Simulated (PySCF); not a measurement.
# One shape, several levels: InNH2Cl2 (SMILES [NH2][In]([Cl])[Cl])

Aim: a comparison of 3 runs (HF/3-21G, PBE0/def2-TZVP, CCSD/STO-3G) of InNH2Cl2. The job is set up through a Python script.

The calculation is run with PySCF 2.14.0.

### 1 Starting point

InNH2Cl2: 6 atoms, total charge 0, spin state singlet. SMILES: `[NH2][In]([Cl])[Cl]`. The coordinates come from a PBE0-D4/def2-TZVP relaxation.

Bond lengths: N1–In2 2.000 Å, In2–Cl3 2.308 Å, In2–Cl4 2.308 Å, N1–H5 1.010 Å, N1–H6 1.010 Å. Angles: N1–In2–Cl3 121.4°, N1–In2–Cl4 121.4°, Cl3–In2–Cl4 116.9°, In2–N1–H5 115.7°, In2–N1–H6 115.7°, H5–N1–H6 109.7°.

### 2 Energy and gradient at HF/3-21G (run 1)

The input, calc.py:

```python
# [NH2][In]([Cl])[Cl]
import pyscf.grad
from pyscf import gto, scf

mol = gto.Mole()
mol.atom = '''
N   -0.150200   1.202500  -0.298800
In   0.215200  -0.726100   0.082500
Cl  -0.566200  -2.395100  -1.307500
Cl   1.622900  -1.366900   1.796100
H   -0.080000   1.826900   0.492400
H   -0.999600   1.394800  -0.811100
'''
mol.max_memory = 1860
mol.basis = '3-21g'
mol.verbose = 4
mol.build()

myscf = scf.RHF(mol)
myscf.conv_tol = 1e-10
myscf.kernel()
if not myscf.converged:
    myscf = myscf.newton().run(myscf.mo_coeff, myscf.mo_occ)

etot = myscf.e_tot
print('E(%s) = %.9f' % ('HF', etot))
grad = myscf.Gradients().kernel()
dip = myscf.dip_moment()
pop, q = myscf.mulliken_pop()
```

Launch:

```
$ OMP_NUM_THREADS=1 python calc.py
```

Standard output:

```text
PySCF version 2.14.0

[... 60 lines left out ...]
converged SCF energy = -6684.78322409118
[... 13 lines left out ...]
Dipole moment(X, Y, Z, Debye): -2.25788,  3.65272,  0.38201
[... 77 lines left out ...]
charge of    5H =      0.32951
```

Run time: 5.1 s. Hardware: 1 thread of Intel Xeon at 2.70GHz, shared host; peak memory 0.14 GiB.

### 3 Energy and forces at PBE0/def2-TZVP (core potential) (run 2)

The input, input.py:

```python
from pyscf import gto, dft

molecule = gto.M(
    atom='''
N   -0.150200   1.202500  -0.298800
In   0.215200  -0.726100   0.082500
Cl  -0.566200  -2.395100  -1.307500
Cl   1.622900  -1.366900   1.796100
H   -0.080000   1.826900   0.492400
H   -0.999600   1.394800  -0.811100
''',
    charge=0,
    max_memory=1860,
    basis='def2-tzvp',
    verbose=4,
    ecp={'In': 'def2-svp'},
)

ks = dft.RKS(molecule)
ks.xc = 'pbe0'
ks.grids.level = 5
ks.conv_tol = 1e-10
ks.kernel()
if not ks.converged:
    ks = ks.newton().run(ks.mo_coeff, ks.mo_occ)

e_final = ks.e_tot
print('E(%s) = %.9f' % ('PBE0', e_final))
grad = ks.nuc_grad_method().kernel()
dip = ks.dip_moment()
pop, q = ks.mulliken_pop()
```

Launch:

```
$ OMP_NUM_THREADS=1 python input.py
```

Standard output:

```text
PySCF version 2.14.0

[... 77 lines left out ...]
converged SCF energy = -1166.29157925711
[... 14 lines left out ...]
Dipole moment(X, Y, Z, Debye): -1.49221,  2.54502,  0.20885
[... 174 lines left out ...]
charge of    5H =      0.25295
```

Run time: 2 min. Hardware: 1 thread of Intel Xeon at 2.70GHz, shared host; peak memory 2.1 GiB.

### 4 A single-point energy at CCSD/STO-3G (run 3)

The input, calc.py:

```python
from pyscf import gto, scf, cc

molecule = gto.M(
    atom='''
N     -0.150200     1.202500    -0.298800
In     0.215200    -0.726100     0.082500
Cl    -0.566200    -2.395100    -1.307500
Cl     1.622900    -1.366900     1.796100
H     -0.080000     1.826900     0.492400
H     -0.999600     1.394800    -0.811100
''',
    spin=0,
    max_memory=1860,
    verbose=3,
    basis='sto-3g',
)

hf = scf.RHF(molecule)
hf.conv_tol = 1e-10
hf.kernel()
if not hf.converged:
    hf = hf.newton().run(hf.mo_coeff, hf.mo_occ)

mycc = cc.CCSD(hf, frozen=29)
mycc.kernel()
e_tot = mycc.e_tot
print(f'total energy: {e_tot:.8f} hartree')
hf.analyze()
```

Launch:

```
$ OMP_NUM_THREADS=1 python calc.py
```

Standard output:

```text
converged SCF energy = -6647.14004368256
E(CCSD) = -6647.236315575516  E_corr = -0.0962718929587877
total energy: -6647.23631558 hartree
**** MO energy ****
MO #1   energy= -986.970648659478  occ= 2
MO #2   energy= -146.105722974942  occ= 2
MO #3   energy= -138.117958440115  occ= 2
MO #4   energy= -138.116375969894  occ= 2
MO #5   energy= -138.116058221022  occ= 2
MO #6   energy= -103.604162545376  occ= 2
MO #7   energy= -103.604145583514  occ= 2
MO #8   energy= -27.79269929006    occ= 2
MO #9   energy= -24.8125769667417  occ= 2
MO #10  energy= -24.8081587033007  occ= 2
MO #11  energy= -24.8070678867145  occ= 2
MO #12  energy= -16.6783059402474  occ= 2
MO #13  energy= -16.678283602547   occ= 2
MO #14  energy= -16.6772871770944  occ= 2
MO #15  energy= -16.6730654741895  occ= 2
MO #16  energy= -16.6726788937134  occ= 2
MO #17  energy= -15.2628863199432  occ= 2
MO #18  energy= -10.2995737777613  occ= 2
MO #19  energy= -10.2994958625977  occ= 2
MO #20  energy= -7.74246301541597  occ= 2
MO #21  energy= -7.7423815291559   occ= 2
MO #22  energy= -7.73862944016853  occ= 2
MO #23  energy= -7.73851338235687  occ= 2
MO #24  energy= -7.73833642463916  occ= 2
MO #25  energy= -7.73828665250771  occ= 2
MO #26  energy= -4.33313993229733  occ= 2
MO #27  energy= -3.1521793594835   occ= 2
MO #28  energy= -3.14658601713018  occ= 2
MO #29  energy= -3.14084880941262  occ= 2
MO #30  energy= -1.05748174590409  occ= 2
MO #31  energy= -0.974280579872675 occ= 2
MO #32  energy= -0.96806866826809  occ= 2
MO #33  energy= -0.651109998503092 occ= 2
MO #34  energy= -0.648264905714878 occ= 2
MO #35  energy= -0.647948244682416 occ= 2
MO #36  energy= -0.645119506302215 occ= 2
MO #37  energy= -0.644321388329156 occ= 2
MO #38  energy= -0.578695242923425 occ= 2
MO #39  energy= -0.482169955235757 occ= 2
MO #40  energy= -0.4275735854923   occ= 2
MO #41  energy= -0.400307555061178 occ= 2
MO #42  energy= -0.392004322922073 occ= 2
MO #43  energy= -0.370824474901148 occ= 2
MO #44  energy= -0.366155135643631 occ= 2
MO #45  energy= -0.364548706903477 occ= 2
MO #46  energy= -0.320846792842812 occ= 2
MO #47  energy= 0.188416770450743  occ= 0
MO #48  energy= 0.22661383193046   occ= 0
MO #49  energy= 0.395196701424314  occ= 0
MO #50  energy= 0.46169753168398   occ= 0
MO #51  energy= 0.702947352365565  occ= 0
MO #52  energy= 0.747209956264433  occ= 0
 ** Mulliken atomic charges  **
charge of    0N =     -0.39724
charge of    1In =      0.90211
charge of    2Cl =     -0.35338
charge of    3Cl =     -0.35340
charge of    4H =      0.10096
charge of    5H =      0.10095
Dipole moment(X, Y, Z, Debye): -1.82701,  3.04203,  0.28058
```

Wall time 2.1 s (1 thread of Intel Xeon at 2.70GHz, shared host); peak memory 0.13 GiB.

### 5 All runs side by side

| run | level | core potential | integration grid | energy (Eh) | dipole moment (D) of the reference | HOMO energy (eV) | LUMO energy (eV) | wall time |
| --- | --- | --- | --- | --- | --- | --- | --- | --- |
| 1 | HF/3-21G | – | – | -6684.783224 | 4.31 | -11.27 | 0.86 | 5.1 s |
| 2 | PBE0/def2-TZVP (core potential) | def2-svp | 5 | -1166.291579 | 2.96 | -8.08 | -2.07 | 2 min |
| 3 | CCSD/STO-3G | – | – | -6647.236316 | 3.56 | -8.73 | 5.13 | 2.1 s |

### 6 Outcome

```
                                           quantity           value
                                run 3: total energy  -6647.23632 Eh
        run 3: dipole moment (Hartree–Fock density)          3.56 D
         run 3: HOMO energy (Hartree–Fock orbitals)        -8.73 eV
         run 3: LUMO energy (Hartree–Fock orbitals)         5.13 eV
       run 3: HOMO–LUMO gap (Hartree–Fock orbitals)        13.86 eV
run 3: correlation energy (29 core orbitals frozen)       -96.3 mEh
                               run 3: T1 diagnostic           0.015
```

What this shows: Some runs of one species differ in core potentials or relativity; totals across that change don't compare. In run 3 the basis is minimal, so the values are rough. In runs 1, 3 relativity is left out where basis or elements ask for it. All runs together took 2.1 min, the longest 2 min.
